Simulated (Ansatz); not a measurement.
**ZrO₂: basis-set convergence**

One table from this session's results is given with a row withheld; the runs are named, their logs left out.

Method: one geometry, several basis sets; program: Ansatz 0.2.0, Gaussian basis.

The runs, in order: PBE0-D4/def2-SVP; ωB97M-V/def2-SVP; PBE0-D4/def2-QZVPP; ωB97M-V/def2-QZVPP; the functionals' def2-TZVPP values are taken from earlier runs.

### Structure used throughout

An earlier PBE0-D4 in a triple-zeta def2 set relaxation fixed the geometry. Zr takes the def2 core potential; no spin-orbit term is included.

SMILES `[O]=[Zr]=[O]`, 3 atoms, charge 0, spin multiplicity 1.

Atoms are counted from 1 here; the program's logs count them from 0.

Bond lengths: O1–Zr2 1.761 Å, Zr2–O3 1.761 Å. Angles: O1–Zr2–O3 107.9°.

The first run:

Contents of in.yaml:

```yaml
crystal:
  periodic: [false, false, false]
  atoms:
    - {symbol: O, position_ang: [0.654515, 1.252501, 0.388368]}
    - {symbol: Zr, position_ang: [0.348517, -0.481729, 0.351777]}
    - {symbol: O, position_ang: [-1.003032, -0.770772, -0.740146]}
basis:
  gaussian: {orbitals: def2-SVP}
hamiltonian: {xc: pbe0, dispersion: d4}
output: {orbitals: {seedname: orbitals}}
```

Steps of the session up to this table: PBE0-D4 in def2-SVP; ωB97M-V in def2-SVP; PBE0-D4 in def2-QZVPP; ωB97M-V in def2-QZVPP.

One of the session's tables, all rows but one given; the rest of the session is left out.

It belongs to the step «Density functionals: the series». 

| functional | basis | HOMO (eV) | LUMO (eV) |
| --- | --- | --- | --- |
| PBE0-D4 | def2-SVP | ? | ? |
| PBE0-D4 | def2-TZVPP | -6.77 | -2.89 |
| PBE0-D4 | def2-QZVPP | -6.81 | -2.91 |
| ωB97M-V | def2-SVP | -8.95 | -1.67 |
| ωB97M-V | def2-TZVPP | -9.09 | -1.77 |
| ωB97M-V | def2-QZVPP | -9.14 | -1.80 |

Estimate the missing values for PBE0-D4, def2-SVP.

As computed: HOMO (eV): -6.63; LUMO (eV): -2.83. In the column «HOMO (eV)» it is the highest.
